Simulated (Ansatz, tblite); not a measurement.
# Ga(H2S)F3 (F₃GaH₂S): one state, many levels

How do method and basis change the picture of Ga(H2S)F3 (F₃GaH₂S) (singlet)?

Method: as each input shows; program: Ansatz 0.2.0, Gaussian basis.

The runs, in order: GFN1-xTB, GFN2-xTB, PBE-D4/def2-TZVP, r2SCAN-D4/def2-TZVP, revPBE-D4/def2-TZVP, LDA/def2-TZVP, CAM-B3LYP-D4/def2-TZVP, B3LYP-D4/def2-TZVP, PBE-QIDH/def2-TZVP, BLYP-D4/def2-TZVP, ωB97M-V/def2-TZVP, PBE-D4/def2-SVP, PBE0-D4/def2-SVP, HF/STO-3G, PBE0-D4/def2-TZVPD, PBE-D4/def2-TZVPD, r2SCAN-D4/def2-TZVPD, CCSD(T)/def2-TZVP, RPA/def2-TZVP.

## 1. The relaxed structure

The geometry is that of the singlet, from an earlier relaxation (PBE-D4/def2-SVP).

7 atoms, charge 0, spin multiplicity 1.

Bond lengths: Ga1–S2 2.546 Å, Ga1–F5 1.764 Å, Ga1–F6 1.770 Å, Ga1–F7 1.764 Å, S2–H3 1.366 Å, S2–H4 1.366 Å. Angles: S2–Ga1–F5 100.5°, S2–Ga1–F6 95.1°, S2–Ga1–F7 100.3°, F5–Ga1–F6 117.0°, F5–Ga1–F7 119.3°, F6–Ga1–F7 117.0°, Ga1–S2–H3 91.0°, Ga1–S2–H4 91.2°, H3–S2–H4 91.8°.

PBE0-D4/def2-TZVP was run before; its log isn't repeated, and its numbers join the tables.

## 2. GFN1-xTB

Tight binding, by tblite at 300 K electronic temperature and without a spin-polarisation term:

```python
tblite.interface.Calculator('GFN1-xTB', numbers, positions, charge=0, uhf=0).singlepoint()
```

Energy -589.6294 eV, HOMO -13.15 eV, LUMO -7.54 eV; 0.01 s.

## 3. GFN2-xTB

Tight binding, by tblite at 300 K electronic temperature and without a spin-polarisation term:

```python
tblite.interface.Calculator('GFN2-xTB', numbers, positions, charge=0, uhf=0).singlepoint()
```

Energy -539.8594 eV, HOMO -13.20 eV, LUMO -8.27 eV; 0.003 s.

## 4. PBE-D4/def2-TZVP

start.molden holds the orbitals of an earlier run on this state, given as this run's starting guess.

in.yaml reads:

```yaml
crystal:
  periodic: [false, false, false]
  atoms:
    - {symbol: Ga, position_ang: [0.142338, -0.238161, -0.987198]}
    - {symbol: S, position_ang: [0.161545, -0.251091, 1.558578]}
    - {symbol: H, position_ang: [0.496090, 1.072674, 1.585713]}
    - {symbol: H, position_ang: [-1.171595, 0.041909, 1.598559]}
    - {symbol: F, position_ang: [1.874187, -0.205214, -1.320964]}
    - {symbol: F, position_ang: [-0.732091, 1.294234, -1.131415]}
    - {symbol: F, position_ang: [-0.770464, -1.714361, -1.303274]}
basis:
  gaussian: {orbitals: def2-TZVP, initial_orbitals: start.molden}
hamiltonian: {xc: pbe, dispersion: d4}
scf: {omitted_lower_state_checks: [starts]}
output: {orbitals: {seedname: orbitals}}
```

Launch:

```
$ ansatz run in.yaml --threads 4 --pin off --events-out ev --progress --plain --max-ram 3916MiB
```

Further steps of the session: r2SCAN-D4/def2-TZVP; revPBE-D4/def2-TZVP; LDA/def2-TZVP; CAM-B3LYP-D4/def2-TZVP; B3LYP-D4/def2-TZVP; PBE-QIDH/def2-TZVP; BLYP-D4/def2-TZVP; ωB97M-V/def2-TZVP; PBE-D4/def2-SVP; PBE0-D4/def2-SVP; HF/STO-3G; PBE0-D4/def2-TZVPD; PBE-D4/def2-TZVPD; r2SCAN-D4/def2-TZVPD; CCSD(T)/def2-TZVP; RPA/def2-TZVP.

Before running them: what should the planned runs give, taken together? Wanted: gap in def2-TZVP, named functionals, smallest and largest; correlation energy, CCSD(T)/def2-TZVP; binding an atom, CCSD(T)/def2-TZVP; PBE0 total energy, smallest basis above largest.

The runs gave:

| quantity | value |
| --- | --- |
| gap in def2-TZVP, named functionals, smallest and largest | 6.06 eV (BLYP-D4), 12.93 eV (ωB97M-V) |
| correlation energy, CCSD(T)/def2-TZVP | -32.94 eV |
| binding an atom, CCSD(T)/def2-TZVP | 3.258 eV |
| PBE0 total energy, smallest basis above largest | 20.93 eV (def2-SVP, def2-TZVPD) |

Over the named functionals in def2-TZVP the gap runs from 6.06 eV (BLYP-D4) to 12.93 eV (ωB97M-V); exact exchange widens it. The functionals in def2-TZVP miss CCSD(T)/def2-TZVP by +0.014 (PBE0-D4) to +0.642 eV (LDA) an atom. The reference is CCSD(T) in one finite basis, so it carries an error of its own, often a tenth of an eV or more, and near misses can't be ranked.
